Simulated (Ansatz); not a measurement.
# CH4AlClO: the cost of one run

Method: RKS PBE-D4/6-31G*, in Ansatz 0.2.0.

## 1. The system as given

Bond lengths: O1–Al2 1.801 Å, Al2–C3 1.979 Å, C3–Cl4 1.699 Å, O1–H5 1.040 Å, Al2–H6 1.604 Å, C3–H7 1.158 Å, C3–H8 1.112 Å. Angles: O1–Al2–C3 118.3°, O1–Al2–H6 120.9°, C3–Al2–H6 120.9°, Al2–O1–H5 105.0°, Al2–C3–Cl4 111.8°, Al2–C3–H7 108.8°, Al2–C3–H8 109.2°, Cl4–C3–H7 108.8°, Cl4–C3–H8 113.4°, H7–C3–H8 104.5°.

Structure file:

```xyz
8

O    -0.0778    1.7161   -1.2516
Al   -0.0632    0.8212    0.3112
C     0.4056   -1.1018    0.2863
Cl   -0.6463   -1.9950   -0.7053
H    -1.0541    1.6343   -1.5998
H    -0.4136    1.5650    1.6885
H     1.4856   -1.2166   -0.1154
H     0.4557   -1.4802    1.3304
```

## 2. End point A

The input, input.yaml:

```yaml
crystal:
  periodic: [false, false, false]
  atoms:
    - { symbol: O, position_ang: [-0.0778, 1.7161, -1.2516] }
    - { symbol: Al, position_ang: [-0.0632, 0.8212, 0.3112] }
    - { symbol: C, position_ang: [0.4056, -1.1018, 0.2863] }
    - { symbol: Cl, position_ang: [-0.6463, -1.995, -0.7053] }
    - { symbol: H, position_ang: [-1.0541, 1.6343, -1.5998] }
    - { symbol: H, position_ang: [-0.4136, 1.565, 1.6885] }
    - { symbol: H, position_ang: [1.4856, -1.2166, -0.1154] }
    - { symbol: H, position_ang: [0.4557, -1.4802, 1.3304] }
basis:
  gaussian: { orbitals: "6-31G*" }
hamiltonian:
  xc: pbe
  dispersion: d4
relax:
  f_tol: 0.015
  max_steps: 40
output:
  orbitals: {}
```

Command:

```console
ansatz run input.yaml --threads 1 --pin off --max-ram 2048MiB --backend cpu --events-out ev --progress --plain --runs-dir out
```

Q: Estimate wall time and peak memory on 1 thread of Intel Xeon at 2.70GHz, shared host.

About 30 s, with a peak of 0.15 GiB.
